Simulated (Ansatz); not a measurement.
**C₃H₁₀O₃Si₂: how energies converge with the basis set**

An exercise on one series of results from a longer session: the logs are not shown, and one member is left open.

Method: one geometry, several basis sets; program: Ansatz 0.2.0, Gaussian basis.

Levels to be run: PBE0-D4/def2-SVP; ωB97M-V/def2-SVP; PBE0-D4/def2-QZVPP; ωB97M-V/def2-QZVPP; the functionals' def2-TZVPP values are taken from earlier runs.

1 further run of the same task is left out (it didn't finish).

## The relaxed structure

The geometry comes from an earlier relaxation with PBE0-D4 in a triple-zeta def2 set; it is a stationary point, not always the lowest conformer.

18 atoms, charge 0, spin multiplicity 1.

Atoms are counted from 1 here; the program's logs count them from 0.

Bond lengths: C1–C2 1.330 Å, C1–H9 1.087 Å, C1–H10 1.086 Å, C2–Si3 1.848 Å, C2–H11 1.089 Å, Si3–O4 1.639 Å, Si3–O5 1.630 Å, Si3–H12 1.485 Å, O4–H13 0.958 Å, O5–Si6 1.636 Å, Si6–C7 1.856 Å, Si6–O8 1.641 Å, Si6–H14 1.481 Å, C7–H15 1.094 Å, C7–H16 1.093 Å, C7–H17 1.093 Å, O8–H18 0.958 Å. Angles: C2–C1–H9 121.5°, C2–C1–H10 122.6°, H9–C1–H10 115.9°, C1–C2–Si3 121.6°, C1–C2–H11 118.5°, Si3–C2–H11 119.9°, C2–Si3–O4 106.7°, C2–Si3–O5 112.3°, C2–Si3–H12 109.6°, O4–Si3–O5 110.0°, O4–Si3–H12 111.7°, O5–Si3–H12 106.6°, Si3–O4–H13 117.8°, Si3–O5–Si6 149.9°, O5–Si6–C7 108.9°, O5–Si6–O8 109.3°, O5–Si6–H14 109.7°, C7–Si6–O8 112.3° and more.

The first run:

The input, in.yaml:

```yaml
crystal:
  periodic: [false, false, false]
  atoms:
    - {symbol: C, position_ang: [-1.976047, -0.513247, 2.073601]}
    - {symbol: C, position_ang: [-1.297122, 0.472601, 1.493230]}
    - {symbol: Si, position_ang: [-1.404348, 0.782058, -0.325455]}
    - {symbol: O, position_ang: [-1.744626, 2.374527, -0.513747]}
    - {symbol: O, position_ang: [-0.017422, 0.411989, -1.098403]}
    - {symbol: Si, position_ang: [1.596064, 0.146898, -1.060623]}
    - {symbol: C, position_ang: [1.951273, -1.232612, 0.128989]}
    - {symbol: O, position_ang: [2.127632, -0.185432, -2.576626]}
    - {symbol: H, position_ang: [-2.631924, -1.164857, 1.501420]}
    - {symbol: H, position_ang: [-1.917560, -0.715204, 3.139510]}
    - {symbol: H, position_ang: [-0.661536, 1.101958, 2.114934]}
    - {symbol: H, position_ang: [-2.460989, -0.077990, -0.916733]}
    - {symbol: H, position_ang: [-1.716214, 2.736093, -1.400602]}
    - {symbol: H, position_ang: [2.299978, 1.396499, -0.689701]}
    - {symbol: H, position_ang: [1.444037, -2.153340, -0.173236]}
    - {symbol: H, position_ang: [3.023617, -1.434954, 0.183410]}
    - {symbol: H, position_ang: [1.598031, -0.976729, 1.131389]}
    - {symbol: H, position_ang: [1.787156, -0.968248, -3.011346]}
basis:
  gaussian: {orbitals: def2-SVP}
hamiltonian: {xc: pbe0, dispersion: d4}
output: {orbitals: {seedname: orbitals}}
```

Among the steps run: PBE0-D4 in def2-SVP; ωB97M-V in def2-SVP; PBE0-D4 in def2-QZVPP; ωB97M-V in def2-QZVPP.

One of the session's tables, all rows but one given; the rest of the session is left out.

It belongs to the step «Density functionals: the series». 

```
functional       basis  HOMO (eV)  LUMO (eV)
   PBE0-D4    def2-SVP      -8.05      -0.33
   PBE0-D4  def2-TZVPP      -8.13      -0.53
   PBE0-D4  def2-QZVPP          ?          ?
   ωB97M-V    def2-SVP     -10.31       1.87
   ωB97M-V  def2-TZVPP     -10.41       1.57
   ωB97M-V  def2-QZVPP     -10.43       1.42
```

Estimate the missing values for PBE0-D4, def2-QZVPP.

**Answer.** HOMO (eV): -8.16; LUMO (eV): -0.59. In the column «HOMO (eV)» it lies between ωB97M-V, def2-SVP (-10.31) and PBE0-D4, def2-TZVPP (-8.13).
